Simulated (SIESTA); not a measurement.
SiF:

```
Si F
1.0
     3.02860    0.00000    0.00000
     0.00000    3.02860    0.00000
     0.00000    0.00000    3.02860
Si F
1 1
Direct
  0.50000 0.50000 0.50000
  0.00000 0.00000 0.00000
```

The cell was built by a generator and needn't be a form met in nature.

| Property | Result |
| --- | --- |
| Program | SIESTA 5.4.2 |
| Task | relaxation of cell and atoms |
| Functional | PBE |
| Potentials or basis | PseudoDojo 0.4 standard (PBE files) |
| Basis | SZ (energy shift 0.003 Ry) |
| Grid cutoff | 800 Ry |
| Energy shift | 0.003 Ry |
| k mesh | 6 × 6 × 6 |
| Occupations | fermi-dirac, width 0.05 eV |
| Spin | no spin polarisation |

At the start: pressure 9.3 GPa; volume 13.89 Å³/atom.

Problem. How do energy, volume and symmetry change on relaxing?

Solution. Over 7 steps the energy falls by 40.1 meV/atom and the volume is 15.41 Å³/atom (+11.0 %); space group Pm-3m (No. 221, to 0.05 Å).

Step by step:
```tsv
step	energy change (eV)	largest force (eV/Å)	pressure (GPa)	volume (Å³)
1	0.0000	0.0000	9.30	27.78
2	-0.0448	0.0000	5.67	28.75
3	-0.0784	0.0000	1.19	30.36
4	-0.0686	0.0000	-2.66	32.16
5	-0.0801	0.0000	-0.13	30.89
6	-0.0579	0.0000	-3.63	32.71
7	-0.0801	0.0000	0.01	30.82
```

Final structure:
```xyz
2
Lattice="3.1354 0.0000 0.0000 0.0000 3.1354 0.0000 0.0000 0.0000 3.1354" Properties=species:S:1:pos:R:3 pbc="T T T"
Si    1.5677    1.5677    1.5677
F     0.0000    0.0000    0.0000
```

Caveat: the basis has no polarisation orbitals; the basis of atomic orbitals isn't converged, which shifts pressures, moduli and gaps; an odd number of electrons without spin polarisation forces a metal; a magnetic or distorted state may lie lower.
